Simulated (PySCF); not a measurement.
# Au: excitation energies in aug-cc-pVTZ-PP plus 1 even-tempered diffuse shell per l with ECP60, part 2 of 2

Aim: the excitation energy of gold from differences of total energies, at each level of theory, and how far each lands from the tabulated value where there is one.

PySCF 2.14.0; aug-cc-pVTZ-PP plus 1 even-tempered diffuse shell per l with ECP60, scalar relativity through the core potential. The scripts are equivalent inputs of a driver's runs. Earlier steps stand in the parts before.

### 3 Au [Xe] 4f14 5d9 6s1 7s1: the ladder of methods

**UHF**

File input.py:

```python
from pyscf import gto, scf, dft, mp, cc
import basis_set_exchange as bse
txt = bse.get_basis("aug-cc-pVTZ-PP", elements=["Au"], fmt="nwchem", header=False, augment_diffuse=1)
cut = txt.index("\nECP")
mol = gto.M(atom="Au 0 0 0", charge=0, spin=3, symmetry="D2h",
            basis=gto.basis.parse(txt[:cut]),
            ecp={"Au": gto.basis.parse_ecp(txt[cut:])})
mf = scf.UHF(mol)
mf.irrep_nelec = {'Ag': (5, 2), 'B1g': (1, 1), 'B2g': (1, 1), 'B3g': (1, 1), 'B1u': (1, 1), 'B2u': (1, 1), 'B3u': (1, 1)}
mf.kernel()
```

Output:

```text
damping factor = 0
level_shift factor = 0
DIIS = <class 'pyscf.scf.diis.CDIIS'>
diis_start_cycle = 1
diis_space = 10
diis_damp = 0
SCF conv_tol = 1e-09
SCF conv_tol_grad = None
number electrons alpha = 11  beta = 8
cycle= 1 E= -134.514636594901  delta_E= -0.0057  |g|= 0.0264  |ddm|= 0.0463
cycle= 2 E= -134.514827485283  delta_E= -0.000191  |g|= 0.006  |ddm|= 0.0121
cycle= 3 E= -134.514856001051  delta_E= -2.85e-05  |g|= 0.00193  |ddm|= 0.00854
cycle= 4 E= -134.51486552092  delta_E= -9.52e-06  |g|= 0.00127  |ddm|= 0.00565
cycle= 5 E= -134.514871955017  delta_E= -6.43e-06  |g|= 0.000578  |ddm|= 0.00668
cycle= 6 E= -134.514873499631  delta_E= -1.54e-06  |g|= 0.000123  |ddm|= 0.00449
cycle= 7 E= -134.514873550838  delta_E= -5.12e-08  |g|= 1.51e-05  |ddm|= 0.000911
cycle= 8 E= -134.51487355109  delta_E= -2.52e-10  |g|= 2.22e-06  |ddm|= 8.28e-05
converged SCF energy = -134.51487355109  <S^2> = 3.7527417  2S+1 = 4.0013706
```

CPU time 4 s on a shared host, the integrals not counted.

Orbital energies by shell (radii are means over both spins):

```csv
shell,electrons,mean orbital energy (eV),spread (eV),rms radius (bohr)
5s α,1,-136.20,0,1.01
5s β,1,-134.33,0,1.01
5p α,3,-83.427,1.613,1.16
5p β,3,-81.139,1.161,1.16
5d α,5,-20.818,1.909,1.65
5d β,4,-19.388,1.378,1.65
6s α,1,-13.690,0,2.84
7s α,1,-2.492,0,9.00
```

⟨S²⟩ = 3.753, ⟨L²⟩ = 6.03.

Energies and moments cover only the electrons outside the core potential. Spin-orbit coupling, absent here, splits the open shell strongly.

**LDA**

input.py differs from the last one in:

```diff
@@ -7,3 +7,3 @@
             ecp={"Au": gto.basis.parse_ecp(txt[cut:])})
-mf = scf.UHF(mol)
+mf = dft.UKS(mol, xc="LDA,VWN")
 mf.irrep_nelec = {'Ag': (5, 2), 'B1g': (1, 1), 'B2g': (1, 1), 'B3g': (1, 1), 'B1u': (1, 1), 'B2u': (1, 1), 'B3u': (1, 1)}
```

Output:

```text
damping factor = 0
level_shift factor = 0
DIIS = <class 'pyscf.scf.diis.CDIIS'>
diis_start_cycle = 1
diis_space = 10
diis_damp = 0
SCF conv_tol = 1e-09
SCF conv_tol_grad = None
number electrons alpha = 11  beta = 8
XC functionals = LDA,VWN
    P. A. M. Dirac.,  Math. Proc. Cambridge Philos. Soc. 26, 376 (1930)
    F. Bloch.,  Z. Phys. 57, 545 (1929)
    S. H. Vosko, L. Wilk, and M. Nusair.,  Can. J. Phys. 58, 1200 (1980)
cycle= 1 E= -135.148124372201  delta_E= -0.0135  |g|= 0.117  |ddm|= 0.89
cycle= 2 E= -135.147214146907  delta_E= 0.00091  |g|= 0.135  |ddm|= 0.229
cycle= 3 E= -135.152344534419  delta_E= -0.00513  |g|= 0.00599  |ddm|= 0.0826
cycle= 4 E= -135.152354818371  delta_E= -1.03e-05  |g|= 0.000643  |ddm|= 0.0101
cycle= 5 E= -135.152355093224  delta_E= -2.75e-07  |g|= 7.78e-05  |ddm|= 0.00447
cycle= 6 E= -135.152355122574  delta_E= -2.94e-08  |g|= 1.52e-05  |ddm|= 0.00148
cycle= 7 E= -135.152355126848  delta_E= -4.27e-09  |g|= 3.46e-06  |ddm|= 0.000628
cycle= 8 E= -135.152355127022  delta_E= -1.75e-10  |g|= 1.79e-07  |ddm|= 0.000155
converged SCF energy = -135.152355127022  <S^2> = 3.7503704  2S+1 = 4.0001852
```

It used 2.7 s of CPU time after the integrals (shared host).

**PBE**

input.py differs from the last one in:

```diff
@@ -7,3 +7,3 @@
             ecp={"Au": gto.basis.parse_ecp(txt[cut:])})
-mf = dft.UKS(mol, xc="LDA,VWN")
+mf = dft.UKS(mol, xc="PBE")
 mf.irrep_nelec = {'Ag': (5, 2), 'B1g': (1, 1), 'B2g': (1, 1), 'B3g': (1, 1), 'B1u': (1, 1), 'B2u': (1, 1), 'B3u': (1, 1)}
```

Output:

```text
damping factor = 0
level_shift factor = 0
DIIS = <class 'pyscf.scf.diis.CDIIS'>
diis_start_cycle = 1
diis_space = 10
diis_damp = 0
SCF conv_tol = 1e-09
SCF conv_tol_grad = None
number electrons alpha = 11  beta = 8
XC functionals = PBE
    J. P. Perdew, K. Burke, and M. Ernzerhof.,  Phys. Rev. Lett. 77, 3865 (1996)
    J. P. Perdew, K. Burke, and M. Ernzerhof.,  Phys. Rev. Lett. 78, 1396 (1997)
    J. P. Perdew, K. Burke, and M. Ernzerhof.,  Phys. Rev. Lett. 77, 3865 (1996)
    J. P. Perdew, K. Burke, and M. Ernzerhof.,  Phys. Rev. Lett. 78, 1396 (1997)
cycle= 1 E= -135.408091906495  delta_E= -0.0133  |g|= 0.057  |ddm|= 0.98
cycle= 2 E= -135.408171685698  delta_E= -7.98e-05  |g|= 0.0587  |ddm|= 0.161
cycle= 3 E= -135.409149464008  delta_E= -0.000978  |g|= 0.00569  |ddm|= 0.0371
cycle= 4 E= -135.409157690524  delta_E= -8.23e-06  |g|= 0.000557  |ddm|= 0.00852
cycle= 5 E= -135.409158150368  delta_E= -4.6e-07  |g|= 0.000111  |ddm|= 0.0053
cycle= 6 E= -135.40915824157  delta_E= -9.12e-08  |g|= 2.84e-05  |ddm|= 0.00255
cycle= 7 E= -135.40915826043  delta_E= -1.89e-08  |g|= 6.01e-06  |ddm|= 0.00157
cycle= 8 E= -135.409158261145  delta_E= -7.15e-10  |g|= 2.44e-07  |ddm|= 0.00036
converged SCF energy = -135.409158261145  <S^2> = 3.750848  2S+1 = 4.000424
```

It used 3.7 s of CPU time after the integrals (shared host).

**PBE0**

input.py differs from the last one in:

```diff
@@ -7,3 +7,3 @@
             ecp={"Au": gto.basis.parse_ecp(txt[cut:])})
-mf = dft.UKS(mol, xc="PBE")
+mf = dft.UKS(mol, xc="PBE0")
 mf.irrep_nelec = {'Ag': (5, 2), 'B1g': (1, 1), 'B2g': (1, 1), 'B3g': (1, 1), 'B1u': (1, 1), 'B2u': (1, 1), 'B3u': (1, 1)}
```

Output:

```text
damping factor = 0
level_shift factor = 0
DIIS = <class 'pyscf.scf.diis.CDIIS'>
diis_start_cycle = 1
diis_space = 10
diis_damp = 0
SCF conv_tol = 1e-09
SCF conv_tol_grad = None
number electrons alpha = 11  beta = 8
XC functionals = PBE0
    C. Adamo and V. Barone.,  J. Chem. Phys. 110, 6158 (1999)
    M. Ernzerhof and G. E. Scuseria.,  J. Chem. Phys. 110, 5029 (1999)
cycle= 1 E= -135.372265875187  delta_E= -0.00907  |g|= 0.0317  |ddm|= 0.633
cycle= 2 E= -135.372477128792  delta_E= -0.000211  |g|= 0.0193  |ddm|= 0.243
cycle= 3 E= -135.372575545769  delta_E= -9.84e-05  |g|= 0.00434  |ddm|= 0.0512
cycle= 4 E= -135.372582120272  delta_E= -6.57e-06  |g|= 0.000327  |ddm|= 0.0344
cycle= 5 E= -135.372582965919  delta_E= -8.46e-07  |g|= 0.000122  |ddm|= 0.025
cycle= 6 E= -135.372583135341  delta_E= -1.69e-07  |g|= 2.84e-05  |ddm|= 0.00754
cycle= 7 E= -135.37258314895  delta_E= -1.36e-08  |g|= 7.16e-06  |ddm|= 0.00156
cycle= 8 E= -135.372583149712  delta_E= -7.62e-10  |g|= 1.73e-06  |ddm|= 0.000586
converged SCF energy = -135.372583149712  <S^2> = 3.7510844  2S+1 = 4.0005421
```

It used 5.4 s of CPU time after the integrals (shared host).

**r2SCAN**

input.py differs from the last one in:

```diff
@@ -7,3 +7,3 @@
             ecp={"Au": gto.basis.parse_ecp(txt[cut:])})
-mf = dft.UKS(mol, xc="PBE0")
+mf = dft.UKS(mol, xc="R2SCAN")
 mf.irrep_nelec = {'Ag': (5, 2), 'B1g': (1, 1), 'B2g': (1, 1), 'B3g': (1, 1), 'B1u': (1, 1), 'B2u': (1, 1), 'B3u': (1, 1)}
```

Output:

```text
damping factor = 0
level_shift factor = 0
DIIS = <class 'pyscf.scf.diis.CDIIS'>
diis_start_cycle = 1
diis_space = 10
diis_damp = 0
SCF conv_tol = 1e-09
SCF conv_tol_grad = None
number electrons alpha = 11  beta = 8
XC functionals = R2SCAN
    J. W. Furness, A. D. Kaplan, J. Ning, J. P. Perdew, and J. Sun.,  J. Phys. Chem. Lett. 11, 8208-8215 (2020)
    J. W. Furness, A. D. Kaplan, J. Ning, J. P. Perdew, and J. Sun.,  J. Phys. Chem. Lett. 11, 9248-9248 (2020)
    J. W. Furness, A. D. Kaplan, J. Ning, J. P. Perdew, and J. Sun.,  J. Phys. Chem. Lett. 11, 8208-8215 (2020)
    J. W. Furness, A. D. Kaplan, J. Ning, J. P. Perdew, and J. Sun.,  J. Phys. Chem. Lett. 11, 9248-9248 (2020)
cycle= 1 E= -135.425730804506  delta_E= -0.0113  |g|= 0.0286  |ddm|= 0.889
cycle= 2 E= -135.425958512205  delta_E= -0.000228  |g|= 0.0177  |ddm|= 0.238
cycle= 3 E= -135.426039433861  delta_E= -8.09e-05  |g|= 0.00528  |ddm|= 0.0312
cycle= 4 E= -135.426047478765  delta_E= -8.04e-06  |g|= 0.000629  |ddm|= 0.0197
cycle= 5 E= -135.426048094003  delta_E= -6.15e-07  |g|= 0.000122  |ddm|= 0.0145
cycle= 6 E= -135.426048147157  delta_E= -5.32e-08  |g|= 3.15e-05  |ddm|= 0.00184
cycle= 7 E= -135.426048154012  delta_E= -6.86e-09  |g|= 9.68e-06  |ddm|= 0.000913
cycle= 8 E= -135.4260481554  delta_E= -1.39e-09  |g|= 1.47e-06  |ddm|= 0.000569
cycle= 9 E= -135.426048155432  delta_E= -3.17e-11  |g|= 8.65e-08  |ddm|= 7.3e-05
converged SCF energy = -135.426048155432  <S^2> = 3.7520229  2S+1 = 4.0010113
```

It used 11 s of CPU time after the integrals (shared host).

**r2SCANh**

input.py differs from the last one in:

```diff
@@ -7,3 +7,3 @@
             ecp={"Au": gto.basis.parse_ecp(txt[cut:])})
-mf = dft.UKS(mol, xc="R2SCAN")
+mf = dft.UKS(mol, xc="HYB_MGGA_XC_R2SCANH")
 mf.irrep_nelec = {'Ag': (5, 2), 'B1g': (1, 1), 'B2g': (1, 1), 'B3g': (1, 1), 'B1u': (1, 1), 'B2u': (1, 1), 'B3u': (1, 1)}
```

Output:

```text
damping factor = 0
level_shift factor = 0
DIIS = <class 'pyscf.scf.diis.CDIIS'>
diis_start_cycle = 1
diis_space = 10
diis_damp = 0
SCF conv_tol = 1e-09
SCF conv_tol_grad = None
number electrons alpha = 11  beta = 8
XC functionals = HYB_MGGA_XC_R2SCANH
    M. Bursch, H. Neugebauer, S. Ehlert, and S. Grimme.,  J. Chem. Phys. 156, 134105 (2022)
cycle= 1 E= -135.404815772169  delta_E= -0.0101  |g|= 0.026  |ddm|= 0.785
cycle= 2 E= -135.405049237627  delta_E= -0.000233  |g|= 0.0125  |ddm|= 0.257
cycle= 3 E= -135.405089671877  delta_E= -4.04e-05  |g|= 0.00455  |ddm|= 0.0403
cycle= 4 E= -135.405096574561  delta_E= -6.9e-06  |g|= 0.000692  |ddm|= 0.0205
cycle= 5 E= -135.405097604813  delta_E= -1.03e-06  |g|= 0.000186  |ddm|= 0.0152
cycle= 6 E= -135.405097721882  delta_E= -1.17e-07  |g|= 2.93e-05  |ddm|= 0.00223
cycle= 7 E= -135.40509772787  delta_E= -5.99e-09  |g|= 9.17e-06  |ddm|= 0.00104
cycle= 8 E= -135.405097728857  delta_E= -9.86e-10  |g|= 2.58e-06  |ddm|= 0.000406
converged SCF energy = -135.405097728857  <S^2> = 3.7519846  2S+1 = 4.0009922
```

CPU time 12 s on a shared host, the integrals not counted.

**wB97X-V**

input.py differs from the last one in:

```diff
@@ -7,3 +7,3 @@
             ecp={"Au": gto.basis.parse_ecp(txt[cut:])})
-mf = dft.UKS(mol, xc="HYB_MGGA_XC_R2SCANH")
+mf = dft.UKS(mol, xc="WB97X_V")
 mf.irrep_nelec = {'Ag': (5, 2), 'B1g': (1, 1), 'B2g': (1, 1), 'B3g': (1, 1), 'B1u': (1, 1), 'B2u': (1, 1), 'B3u': (1, 1)}
```

Output:

```text
damping factor = 0
level_shift factor = 0
DIIS = <class 'pyscf.scf.diis.CDIIS'>
diis_start_cycle = 1
diis_space = 10
diis_damp = 0
SCF conv_tol = 1e-09
SCF conv_tol_grad = None
number electrons alpha = 11  beta = 8
XC functionals = WB97X_V
    N. Mardirossian and M. Head-Gordon.,  Phys. Chem. Chem. Phys. 16, 9904-9924 (2014)
NLC functional = WB97X_V
cycle= 1 E= -135.33268106492  delta_E= -0.00816  |g|= 0.024  |ddm|= 0.165
cycle= 2 E= -135.332978676704  delta_E= -0.000298  |g|= 0.00481  |ddm|= 0.108
cycle= 3 E= -135.333015305205  delta_E= -3.66e-05  |g|= 0.00224  |ddm|= 0.0772
cycle= 4 E= -135.33302642621  delta_E= -1.11e-05  |g|= 0.00106  |ddm|= 0.0552
cycle= 5 E= -135.333030365773  delta_E= -3.94e-06  |g|= 0.000507  |ddm|= 0.0367
cycle= 6 E= -135.333034506242  delta_E= -4.14e-06  |g|= 0.000145  |ddm|= 0.0473
cycle= 7 E= -135.333034607795  delta_E= -1.02e-07  |g|= 4.86e-05  |ddm|= 0.00413
cycle= 8 E= -135.333034628559  delta_E= -2.08e-08  |g|= 1.7e-05  |ddm|= 0.00339
cycle= 9 E= -135.333034632401  delta_E= -3.84e-09  |g|= 3.22e-06  |ddm|= 0.00233
cycle= 10 E= -135.333034632549  delta_E= -1.48e-10  |g|= 8.77e-07  |ddm|= 0.000531
converged SCF energy = -135.333034632549  <S^2> = 3.750551  2S+1 = 4.0002755
```

CPU time 11 s on a shared host, the integrals not counted.

**r2SCAN0**

input.py differs from the last one in:

```diff
@@ -7,3 +7,3 @@
             ecp={"Au": gto.basis.parse_ecp(txt[cut:])})
-mf = dft.UKS(mol, xc="WB97X_V")
+mf = dft.UKS(mol, xc="HYB_MGGA_XC_R2SCAN0")
 mf.irrep_nelec = {'Ag': (5, 2), 'B1g': (1, 1), 'B2g': (1, 1), 'B3g': (1, 1), 'B1u': (1, 1), 'B2u': (1, 1), 'B3u': (1, 1)}
```

Output:

```text
damping factor = 0
level_shift factor = 0
DIIS = <class 'pyscf.scf.diis.CDIIS'>
diis_start_cycle = 1
diis_space = 10
diis_damp = 0
SCF conv_tol = 1e-09
SCF conv_tol_grad = None
number electrons alpha = 11  beta = 8
XC functionals = HYB_MGGA_XC_R2SCAN0
    M. Bursch, H. Neugebauer, S. Ehlert, and S. Grimme.,  J. Chem. Phys. 156, 134105 (2022)
cycle= 1 E= -135.373716137918  delta_E= -0.0085  |g|= 0.0236  |ddm|= 0.651
cycle= 2 E= -135.373958150704  delta_E= -0.000242  |g|= 0.0075  |ddm|= 0.266
cycle= 3 E= -135.373978104234  delta_E= -2e-05  |g|= 0.00324  |ddm|= 0.0578
cycle= 4 E= -135.373983089752  delta_E= -4.99e-06  |g|= 0.000852  |ddm|= 0.0223
cycle= 5 E= -135.373984618143  delta_E= -1.53e-06  |g|= 0.000286  |ddm|= 0.0143
cycle= 6 E= -135.373984958472  delta_E= -3.4e-07  |g|= 3.55e-05  |ddm|= 0.00297
cycle= 7 E= -135.373984965101  delta_E= -6.63e-09  |g|= 6.59e-06  |ddm|= 0.00142
cycle= 8 E= -135.373984965472  delta_E= -3.7e-10  |g|= 2.12e-06  |ddm|= 0.000247
converged SCF energy = -135.373984965472  <S^2> = 3.7519498  2S+1 = 4.0009748
```

CPU time 12 s on a shared host, the integrals not counted.

**MP2 (valence)**

input.py differs from the last one in:

```diff
@@ -7,4 +7,5 @@
             ecp={"Au": gto.basis.parse_ecp(txt[cut:])})
-mf = dft.UKS(mol, xc="HYB_MGGA_XC_R2SCAN0")
+mf = scf.UHF(mol)
 mf.irrep_nelec = {'Ag': (5, 2), 'B1g': (1, 1), 'B2g': (1, 1), 'B3g': (1, 1), 'B1u': (1, 1), 'B2u': (1, 1), 'B3u': (1, 1)}
 mf.kernel()
+mp.UMP2(mf, frozen=4).kernel()
```

No log was kept for this step.

It used 1.5 s of CPU time after the integrals (shared host).

With 11 electrons correlated, the MP2 correlation energy is -0.32440 hartree (-0.11724 same spin, -0.20716 opposite spin); the SCS form gives -0.28767. Largest pairs of shells: 5d-5d -0.2658, 5d-6s -0.0530, 5d-7s -0.0040, 6s-7s -0.0016, 6s-6s 0.0000.

Radial density 4πr²ρ of Au at UHF, the electrons outside the core potential:

```csv
r (bohr),density,spin density
0.137,0.000111,0.000
0.231,0.00343,0.000
0.389,0.254,0.010
0.654,7.56,0.253
1.10,16.1,0.734
1.85,5.16,0.891
3.11,0.715,0.365
5.23,0.103,0.099
8.80,0.149,0.149
14.8,0.0128,0.013
24.9,3.48e-05,0.000
```

### 4 Orbital energies side by side

Highest occupied Hartree-Fock shell of each state: Au [Xe] 4f14 5d10 6p1 6p α at -3.576 eV; Au [Xe] 4f14 5d9 6s1 7s1 7s α at -2.492 eV.

### 5 Differences of total energies

Excitation energy: Au [Xe] 4f14 5d10 6s1 (2S) → Au [Xe] 4f14 5d10 6p1 (2P).

```csv
method,value (eV),error (eV)
UHF,4.214,-0.733
LDA,5.291,+0.343
PBE,5.072,+0.125
PBE0,4.949,+0.002
r2SCAN,5.098,+0.151
r2SCANh,5.062,+0.115
wB97X-V,4.913,-0.034
r2SCAN0,5.007,+0.060
MP2 (valence),5.147,+0.200
SCS-MP2 (valence),5.059,+0.111
```

Reference: 4.947 eV (measured; NIST levels, between the centres of gravity of the two terms). Errors of the correlated levels include the incompleteness of this basis.

Excitation energy: Au [Xe] 4f14 5d10 6s1 (2S) → Au [Xe] 4f14 5d9 6s1 7s1 (4D).

```csv
method,value (eV)
UHF,7.262
LDA,9.269
PBE,8.868
PBE0,8.698
r2SCAN,8.785
r2SCANh,8.744
wB97X-V,8.812
r2SCAN0,8.683
MP2 (valence),9.184
SCS-MP2 (valence),9.113
```

The differences also use runs on Au [Xe] 4f14 5d10 6s1 (2S), which are not shown here.

### 6 Results

What follows sums up all 2 parts.

```
                                     quantity                                               value
   excitation energy, Au → [Xe] 4f14 5d10 6p1  UHF 4.214, MP2 (valence) 5.147 eV; reference 4.947
excitation energy, Au → [Xe] 4f14 5d9 6s1 7s1                   UHF 7.262, MP2 (valence) 9.184 eV
```

Accuracy by level (over 1 difference):

```csv
method,mean absolute miss against the measured value (with the measured fine structure taken into account where it is known) (eV)
UHF,0.733
LDA,0.343
PBE,0.125
PBE0,0.002
r2SCAN,0.151
r2SCANh,0.115
wB97X-V,0.034
r2SCAN0,0.060
MP2 (valence),0.200
SCS-MP2 (valence),0.111
```

**Reading.** PBE0 lands nearest to the measured value (off by 0.00 eV); UHF misses by most (0.73 eV). PBE is off by +0.13 eV. The basis is finite, and no extrapolation was made.
